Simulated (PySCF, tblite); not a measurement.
**CH9FGe2Si: geometry, infrared bands and NMR shifts**

Wanted: the infrared bands and NMR shifts of CH9FGe2Si (`F[CH2][GeH2][GeH2][SiH3]`), by calculation.

Computed with tblite 0.8.0 and PySCF 2.14.0, with density-fitted response routines of our own, on a single molecule in the gas phase. Atoms count from 0, in the outputs and in this text.

**1. The starting structure**

14 atoms, charge 0, multiplicity 1; geometry from: force field or distance geometry start.

Bonds of the start (Å): F0–C1 1.37, C1–Ge2 1.94, Ge2–Ge3 2.41, Ge3–Si4 2.32, C1–H5 1.11, C1–H6 1.12, Ge2–H7 1.54, Ge2–H8 1.55, Ge3–H9 1.53, Ge3–H10 1.56, Si4–H11 1.47, Si4–H12 1.47, Si4–H13 1.47.

**2. Relaxing the molecule with GFN2-xTB**

Job settings and geometry (Å):

```
{"job": {"kind": "relax", "xc": "GFN2-xTB", "basis": "xTB"}, "charge": 0, "multiplicity": 1}
F      2.149200     1.573500    -0.372000
C      1.889800     0.765100     0.706600
Ge     1.268900    -0.972900     0.100900
Ge    -0.759700    -0.649400    -1.155000
Si    -2.263300     0.517600     0.165700
H      1.116700     1.226500     1.358400
H      2.830600     0.628200     1.293400
H      2.339200    -1.621800    -0.802700
H      0.979500    -1.881400     1.321200
H     -0.455200     0.151100    -2.427500
H     -1.361300    -2.037300    -1.525200
H     -2.553600    -0.250400     1.381200
H     -1.679900     1.818600     0.532600
H     -3.501400     0.732000    -0.599600
```

On the command line:

```sh
$ OMP_NUM_THREADS=1 python probes_run.py task.json out
```

The driver reads the jobs from task.json and runs them one after another.

**Question.** This job is followed by: GFN2-xTB harmonic vibrations, gas phase; GIAO PBE0/pcSseg-1 NMR shielding, non-relativistic, gas phase. What will the session give for the following? strongest single infrared mode (GFN2-xTB); zero-point energy (GFN2-xTB); 13C shifts against TMS (PBE0/pcSseg-1); 1H shifts against TMS (PBE0/pcSseg-1, means over atoms taken as alike); 19F shifts against CFCl3 (PBE0/pcSseg-1); 73Ge shifts against GeMe4 (PBE0/pcSseg-1); 29Si shifts against TMS (PBE0/pcSseg-1).

**Answer**, as computed:

| quantity | value |
| --- | --- |
| strongest single infrared mode (GFN2-xTB) | 1928 cm⁻¹, 996 km/mol |
| zero-point energy (GFN2-xTB) | 50.6 kcal/mol |
| 13C shifts against TMS (PBE0/pcSseg-1) | 80.5 ppm |
| 1H shifts against TMS (PBE0/pcSseg-1, means over atoms taken as alike) | 5.22, 4.20, 3.77, 3.35 ppm |
| 19F shifts against CFCl3 (PBE0/pcSseg-1) | -273.6 ppm |
| 73Ge shifts against GeMe4 (PBE0/pcSseg-1) | -210, -392 ppm |
| 29Si shifts against TMS (PBE0/pcSseg-1) | -103.6 ppm |

What this shows: Relaxing lowered the energy by 0.280 eV in 117 steps; the close pair that moved most is C1–Ge2, from 1.942 to 2.000 Å. The lowest mode is slightly imaginary (13i cm⁻¹), a soft motion within the noise of the Hessian, so the minimum is not strictly shown. The strongest single mode, at 1928 cm⁻¹, moves mainly H8 and H7. Unscaled tight-binding wavenumbers are off by several per cent, some by more. Its intensities can rank the bands wrongly. H5, H6 (mean) (hydrogen on an sp3 CH2 bonded to F and Ge) lies farthest downfield among hydrogen, at 5.22 ppm; its carbon carries F, an electronegative neighbour. At PBE0/pcSseg-1: The largest span, 250 ppm, is at Ge2, where the paramagnetic term is -1215 ppm. Spin-orbit coupling is left out, which matters for shieldings and couplings at and beside the heavy atoms.
